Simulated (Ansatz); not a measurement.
**A workflow on C2H3Al (ethynylalumane)**

We compute a series of 39 runs (wB97X-V/def2-SVP, U-wB97X-V/def2-SVP, PBE/def2-TZVPP, UPBE/def2-TZVPP, B3LYP/def2-TZVPP, UB3LYP/def2-TZVPP, HF/def2-TZVPP, UHF/def2-TZVPP, and more) of C2H3Al and its partners. 

The calculation is run with Ansatz 0.2.0.

## (1) The system as given

The species is C2H3Al (6 atoms), meant as a singlet with charge 0. As SMILES, `C#[C][AlH2]`. Geometry: relaxed at PBE0-D4/def2-TZVP. The run starts from this shape.

Bond lengths: C1–C2 1.211 Å, C2–Al3 1.906 Å, C1–H4 1.067 Å, Al3–H5 1.580 Å, Al3–H6 1.580 Å. Angles: C1–C2–Al3 179.9°, C2–C1–H4 180.0°, C2–Al3–H5 118.8°, C2–Al3–H6 118.8°, H5–Al3–H6 122.4°.

## (2) A geometry optimisation at wB97X-V/def2-SVP (paw set gaussian, start density atoms) (run 1)

molecule.yaml reads:

```yaml
crystal:
  periodic: [false, false, false]
  atoms:
    - symbol: C
      position_ang: [-0.792800, -1.637600, -0.298100]
    - symbol: C
      position_ang: [-0.266100, -0.564200, -0.106200]
    - symbol: Al
      position_ang: [0.564800, 1.124200, 0.195000]
    - symbol: H
      position_ang: [-1.257000, -2.583100, -0.467400]
    - symbol: H
      position_ang: [1.356700, 1.804700, -0.990500]
    - symbol: H
      position_ang: [0.436600, 1.792000, 1.621000]
basis:
  gaussian: {orbitals: def2-SVP}
hamiltonian: {xc: {name: wB97X-V}}
relax: {}
```

Run with:

```
$ ansatz run molecule.yaml --threads 1 --pin off --max-ram 3480MiB --events-out events.jsonl --progress --plain --runs-dir runs
```

What it wrote:

```text
Warning: RAYON_NUM_THREADS=1 ignored (pool sized by the plan → 1); use --threads N
The last accepted step is kept in runs//last_step.txt (removed where the run ends without a failure and the disk answers)
[... 53 lines left out ...]
Total energy: -8712.12490669 eV, -320.1646850305 hartree
[... 6 lines left out ...]
Dipole moment:    -0.051130    -0.104287    -0.018672 e Å
```

Wall time 25 s (1 thread of Arm Neoverse V1, shared host); peak memory 0.15 GiB.

Step by step:

```csv
step,energy from the first frame kept (eV),largest force (eV/Å)
1,0.0000,0.7060
2,-0.0089,0.1456
3,-0.0093,0.0223
4,-0.0093,0.0011
```

After the run. Bond lengths: C1–C2 1.220 Å, C2–Al3 1.920 Å, C1–H4 1.079 Å, Al3–H5 1.581 Å, Al3–H6 1.581 Å. Angles: C1–C2–Al3 180.0°, C2–C1–H4 180.0°, C2–Al3–H5 119.0°, C2–Al3–H6 119.0°, H5–Al3–H6 122.1°.

## (3) The doublet cation: a structure relaxation at U-wB97X-V/def2-SVP (paw set gaussian, start density atoms) (run 2)

job.yaml reads:

```yaml
crystal:
  periodic: [false, false, false]
  atoms:
    - symbol: C
      position_ang: [-0.792800, -1.637600, -0.298100]
    - symbol: C
      position_ang: [-0.266100, -0.564200, -0.106200]
    - symbol: Al
      position_ang: [0.564800, 1.124200, 0.195000]
    - symbol: H
      position_ang: [-1.257000, -2.583100, -0.467400]
    - symbol: H
      position_ang: [1.356700, 1.804700, -0.990500]
    - symbol: H
      position_ang: [0.436600, 1.792000, 1.621000]
basis:
  gaussian:
    orbitals: def2-SVP
relax: {}
hamiltonian:
  xc: {name: wB97X-V}
total_charge: 1
magnetization:
  spin_polarized: true
  initial_magnetization: 1
```

Run with:

```
$ ansatz run job.yaml --threads 1 --pin off --max-ram 3480MiB --events-out events.jsonl --progress --plain --runs-dir runs
```

What it wrote:

```text
Warning: RAYON_NUM_THREADS=1 ignored (pool sized by the plan → 1); use --threads N
[... 1 set-up line as earlier in the session ...]
[... 77 lines left out ...]
Total energy: -8701.86664484 eV, -319.7877008608 hartree
[... 6 lines left out ...]
Dipole moment:    -0.262626    -0.534263    -0.095397 e Å
```

Run time: 95 s. Hardware: 1 thread of Arm Neoverse V1, shared host; peak memory 0.23 GiB.

Step by step:

| step | energy from the first frame kept (eV) | largest force (eV/Å) |
| --- | --- | --- |
| 1 | 0.0000 | 3.7796 |
| 2 | -0.1873 | 1.3591 |
| 3 | -0.2426 | 0.6875 |
| 4 | -0.2639 | 0.2408 |
| 5 | -0.2680 | 0.0972 |
| 6 | -0.2684 | 0.0245 |
| 7 | -0.2684 | 0.0029 |

After the run. Bond lengths: C1–C2 1.265 Å, C2–Al3 2.033 Å, C1–H4 1.091 Å, Al3–H5 1.564 Å, Al3–H6 1.564 Å. Angles: C1–C2–Al3 180.0°, C2–C1–H4 180.0°, C2–Al3–H5 108.8°, C2–Al3–H6 108.8°, H5–Al3–H6 142.4°.

Runs 3 to 9 aren't shown in full; the table further down has their settings and results.

## (4) The doublet cation: a single-point energy at UPBE/def2-TZVPP (paw set gaussian, start density atoms) (run 10)

in.yaml reads:

```yaml
basis:
  gaussian: {orbitals: def2-TZVPP}
crystal:
  periodic: [false, false, false]
  atoms:
    - {symbol: C, position_ang: [-0.797383, -1.646979, -0.299818]}
    - {symbol: C, position_ang: [-0.246318, -0.525711, -0.099518]}
    - {symbol: Al, position_ang: [0.639593, 1.276081, 0.222079]}
    - {symbol: H, position_ang: [-1.272526, -2.613610, -0.472549]}
    - {symbol: H, position_ang: [1.351407, 1.730162, -1.094186]}
    - {symbol: H, position_ang: [0.367428, 1.716058, 1.697793]}
total_charge: 1
magnetization: {spin_polarized: true, initial_magnetization: 1}
hamiltonian: {xc: pbe}
```

Run with:

```
$ ansatz run in.yaml --threads 1 --pin off --max-ram 3480MiB --events-out events.jsonl --progress --plain --runs-dir runs
```

What it wrote:

```text
Warning: RAYON_NUM_THREADS=1 ignored (pool sized by the plan → 1); use --threads N
Functional definition: PBE
  name "PBE"
  parameter kappa = 0.804
  parameter beta = 0.06672455060314922
  exchange = pbe_x(kappa = kappa, mu = beta*pi^2/3)
  correlation = pbe_c(beta = beta)
806 factors; their error is unknown
mean field evaluation 1: about -8685.0411 eV, gradient 5.1e1 eV
mean field evaluation 2: about -8486.3752 eV, gradient 1.2e2 eV
mean field evaluation 4: about -8690.7693 eV, gradient 3.8e1 eV
mean field evaluation 8: about -8701.8480 eV, gradient 1.9e0 eV
mean field evaluation 16: about -8701.8727 eV, gradient 2.9e-3 eV
mean field evaluation 32: about -8701.5329 eV, gradient 4.5e0 eV
mean field -8701.87271106 eV, -319.7879237904 hartree, gradient 1.8e-5 eV, S^2 0.753596; 5 other end points of the search recorded, 0 dependent functions left out
reference -8701.87275336 eV, -319.7879253449 hartree; 14, 13 occupied and 132, 133 virtual orbitals, 806 factors
Total energy: -8701.87275336 eV, -319.7879253449 hartree
```

Run time: 9.6 s. Hardware: 1 thread of Arm Neoverse V1, shared host; peak memory 0.26 GiB.

Runs 11 to 42 aren't shown in full; the table further down has their settings and results.

## (5) C2H: a single-point energy at UMP2/def2-TZVPP (paw set gaussian, start density atoms) (run 44)

run.yaml reads:

```yaml
crystal:
  periodic: [false, false, false]
  atoms:
    - {symbol: C, position_ang: [-0.791241, -1.634386, -0.297544]}
    - {symbol: C, position_ang: [-0.264288, -0.560526, -0.105533]}
    - {symbol: H, position_ang: [-1.260372, -2.589989, -0.468623]}
basis:
  gaussian:
    orbitals: def2-TZVPP
magnetization:
  spin_polarized: true
  initial_magnetization: 1
correlation:
  method: mp2
  frozen_orbitals: {C: 1, H: 0}
```

Run with:

```
$ ansatz run run.yaml --threads 1 --pin off --max-ram 3480MiB --events-out events.jsonl --progress --plain --runs-dir runs
```

What it wrote:

```text
Warning: RAYON_NUM_THREADS=1 ignored (pool sized by the plan → 1); use --threads N
Functional definition: HF
  name "HF"
  exchange = exact_x
  correlation = 0
463 factors; integrals over basis functions are off by at most 1.1e-3 eV
mean field evaluation 1: about -2070.7638 eV, gradient 1.5e1 eV
mean field evaluation 2: about -2070.7711 eV, gradient 1.5e1 eV
mean field evaluation 4: about -2072.5051 eV, gradient 3.4e0 eV
mean field evaluation 8: about -2072.8533 eV, gradient 9.4e-1 eV
mean field evaluation 16: about -2072.9546 eV, gradient 2.0e-6 eV
mean field evaluation 32: about -2072.5417 eV, gradient 6.0e-4 eV
mean field evaluation 64: about -2072.5416 eV, gradient 4.9e-4 eV
mean field -2072.95458400 eV, -76.1796758630 hartree, gradient 2.0e-6 eV, S^2 1.147448; 5 other end points of the search recorded, 0 dependent functions left out
2 core orbitals not correlated: weight in the atoms' cores, before any rotation towards them, 1.000 or more for the frozen orbitals, at most 0.000 for the correlated occupied ones
reference -2072.95458400 eV, -76.1796758630 hartree; 5, 4 occupied and 69, 70 virtual orbitals, 463 factors
second order -6.51713994 eV of doubles, -0.00000000 eV of singles
Total energy: -2079.47172394 eV, -76.4191763383 hartree
```

It took 2 s on 1 thread of Arm Neoverse V1, shared host; peak memory 0.096 GiB.

## (6) Overview of the runs

```
run                                                       level  broken bond   fragment atoms   partner  energy (Eh)  wall time
  1    wB97X-V/def2-SVP (paw set gaussian, start density atoms)            –                –      base  -320.164685       25 s
  2  U-wB97X-V/def2-SVP (paw set gaussian, start density atoms)            –                –    cation  -319.787701       95 s
  3  U-wB97X-V/def2-SVP (paw set gaussian, start density atoms)            –                –     anion  -320.172901      2 min
  4  U-wB97X-V/def2-SVP (paw set gaussian, start density atoms)       (6, 3)  (1, 2, 3, 4, 5)  fragment  -319.522119       49 s
  5  U-wB97X-V/def2-SVP (paw set gaussian, start density atoms)       (2, 1)     (2, 3, 5, 6)  fragment  -281.338582       62 s
  6  U-wB97X-V/def2-SVP (paw set gaussian, start density atoms)       (2, 1)           (1, 4)  fragment   -38.433477      4.2 s
  8  U-wB97X-V/def2-SVP (paw set gaussian, start density atoms)       (3, 2)        (1, 2, 4)  fragment   -76.519500      9.9 s
  9      PBE/def2-TZVPP (paw set gaussian, start density atoms)            –                –      base  -320.154770      2.1 s
 10     UPBE/def2-TZVPP (paw set gaussian, start density atoms)            –                –    cation  -319.787925      9.6 s
 11     UPBE/def2-TZVPP (paw set gaussian, start density atoms)            –                –     anion  -320.174267      3.9 s
 12     UPBE/def2-TZVPP (paw set gaussian, start density atoms)       (6, 3)              (6)  fragment    -0.499616     0.08 s
 13     UPBE/def2-TZVPP (paw set gaussian, start density atoms)       (6, 3)  (1, 2, 3, 4, 5)  fragment  -319.523728      3.3 s
 14     UPBE/def2-TZVPP (paw set gaussian, start density atoms)       (2, 1)     (2, 3, 5, 6)  fragment  -281.328175       18 s
 15     UPBE/def2-TZVPP (paw set gaussian, start density atoms)       (2, 1)           (1, 4)  fragment   -38.430536      1.2 s
 17     UPBE/def2-TZVPP (paw set gaussian, start density atoms)       (3, 2)        (1, 2, 4)  fragment   -76.532897      3.3 s
 18    B3LYP/def2-TZVPP (paw set gaussian, start density atoms)            –                –      base  -320.434477      2.6 s
 19   UB3LYP/def2-TZVPP (paw set gaussian, start density atoms)            –                –    cation  -320.059991       12 s
 20   UB3LYP/def2-TZVPP (paw set gaussian, start density atoms)            –                –     anion  -320.450956      4.8 s
 21   UB3LYP/def2-TZVPP (paw set gaussian, start density atoms)       (6, 3)              (6)  fragment    -0.502154      0.1 s
 22   UB3LYP/def2-TZVPP (paw set gaussian, start density atoms)       (6, 3)  (1, 2, 3, 4, 5)  fragment  -319.793073      4.8 s
 23   UB3LYP/def2-TZVPP (paw set gaussian, start density atoms)       (2, 1)     (2, 3, 5, 6)  fragment  -281.556053       11 s
 24   UB3LYP/def2-TZVPP (paw set gaussian, start density atoms)       (2, 1)           (1, 4)  fragment   -38.497475     0.63 s
 26   UB3LYP/def2-TZVPP (paw set gaussian, start density atoms)       (3, 2)        (1, 2, 4)  fragment   -76.639270        2 s
 27       HF/def2-TZVPP (paw set gaussian, start density atoms)            –                –      base  -319.372334      1.2 s
 28      UHF/def2-TZVPP (paw set gaussian, start density atoms)            –                –    cation  -319.043710       16 s
 29      UHF/def2-TZVPP (paw set gaussian, start density atoms)            –                –     anion  -319.371899        6 s
 30      UHF/def2-TZVPP (paw set gaussian, start density atoms)       (6, 3)              (6)  fragment    -0.499810     0.04 s
 31      UHF/def2-TZVPP (paw set gaussian, start density atoms)       (6, 3)  (1, 2, 3, 4, 5)  fragment  -318.762839      5.4 s
 32      UHF/def2-TZVPP (paw set gaussian, start density atoms)       (2, 1)     (2, 3, 5, 6)  fragment  -280.797432      7.2 s
 33      UHF/def2-TZVPP (paw set gaussian, start density atoms)       (2, 1)           (1, 4)  fragment   -38.285503     0.18 s
 35      UHF/def2-TZVPP (paw set gaussian, start density atoms)       (3, 2)        (1, 2, 4)  fragment   -76.179675      1.7 s
 36      MP2/def2-TZVPP (paw set gaussian, start density atoms)            –                –      base  -319.752173      1.8 s
 37     UMP2/def2-TZVPP (paw set gaussian, start density atoms)            –                –    cation  -319.359030       15 s
 38     UMP2/def2-TZVPP (paw set gaussian, start density atoms)            –                –     anion  -319.760071      4.2 s
 39      UHF/def2-TZVPP (paw set gaussian, start density atoms)       (6, 3)              (6)  fragment    -0.499810     0.04 s
 40     UMP2/def2-TZVPP (paw set gaussian, start density atoms)       (6, 3)  (1, 2, 3, 4, 5)  fragment  -319.116474      4.5 s
 41     UMP2/def2-TZVPP (paw set gaussian, start density atoms)       (2, 1)     (2, 3, 5, 6)  fragment  -280.951907      6.6 s
 42     UMP2/def2-TZVPP (paw set gaussian, start density atoms)       (2, 1)           (1, 4)  fragment   -38.377908     0.35 s
 44     UMP2/def2-TZVPP (paw set gaussian, start density atoms)       (3, 2)        (1, 2, 4)  fragment   -76.419176        2 s
```

## (7) What came out

| quantity | value |
| --- | --- |
| C2H, run 44: total energy | -76.41918 Eh |
| C2H, run 44: correlation energy (2 core orbitals frozen) | -239.5 mEh |
| C2H, run 44: ⟨S²⟩ of the reference determinant | 1.147 |
| adiabatic electron affinity (to the doublet anion, shapes relaxed at wB97X-V/def2-SVP, no zero-point term), HF/def2-TZVPP | -0.012 eV |
| dissociation energy of the H6–Al3 bond into doublet H and doublet C2H2Al (shapes relaxed at wB97X-V/def2-SVP, no zero-point term), PBE/def2-TZVPP | 3.576 eV |
| dissociation energy of the C2–C1 bond into doublet CH2Al and doublet CH (shapes relaxed at wB97X-V/def2-SVP, no zero-point term), HF/def2-TZVPP | 7.875 eV |
| dissociation energy of the C2–C1 bond into doublet CH2Al and doublet CH (shapes relaxed at wB97X-V/def2-SVP, no zero-point term), MP2/def2-TZVPP | 11.493 eV |
| adiabatic ionisation energy (to the doublet cation, no zero-point term), wB97X-V/def2-SVP | 10.258 eV |
| adiabatic ionisation energy (to the doublet cation, shapes relaxed at wB97X-V/def2-SVP, no zero-point term), PBE/def2-TZVPP | 9.982 eV |
| adiabatic ionisation energy (to the doublet cation, shapes relaxed at wB97X-V/def2-SVP, no zero-point term), HF/def2-TZVPP | 8.942 eV |
| adiabatic ionisation energy (to the doublet cation, shapes relaxed at wB97X-V/def2-SVP, no zero-point term), MP2/def2-TZVPP | 10.698 eV |

**Reading.** At HF/def2-TZVPP: the adiabatic electron affinity (to the doublet anion, shapes relaxed at wB97X-V/def2-SVP, no zero-point term) is −0.01 eV (−1.1 kJ/mol). A negative value puts this state of the anion above the relaxed parent: the electron is not bound at this level, and such a value depends on the basis. At PBE/def2-TZVPP: the dissociation energy of the H6–Al3 bond into doublet H and doublet C2H2Al (shapes relaxed at wB97X-V/def2-SVP, no zero-point term) is 3.58 eV (82 kcal/mol). At HF/def2-TZVPP: the dissociation energy of the C2–C1 bond into doublet CH2Al and doublet CH (shapes relaxed at wB97X-V/def2-SVP, no zero-point term) is 7.87 eV (182 kcal/mol). At MP2/def2-TZVPP: the dissociation energy of the C2–C1 bond into doublet CH2Al and doublet CH (shapes relaxed at wB97X-V/def2-SVP, no zero-point term) is 11.49 eV (1109 kJ/mol). At wB97X-V/def2-SVP: the adiabatic ionisation energy (to the doublet cation, no zero-point term) is 10.26 eV (990 kJ/mol). Totals of different functionals can't be ranked against each other. Spin contamination of the reference: run 41 ⟨S²⟩ = 1.58, run 32 ⟨S²⟩ = 1.58, run 14 ⟨S²⟩ = 1.47, run 23 ⟨S²⟩ = 1.43, run 5 ⟨S²⟩ = 1.39, run 44 ⟨S²⟩ = 1.15 (the largest). Where it is this large, the reference is a mixture of spin states, and values that rest on it are in doubt. All runs together took 8.6 min, the longest 2 min.
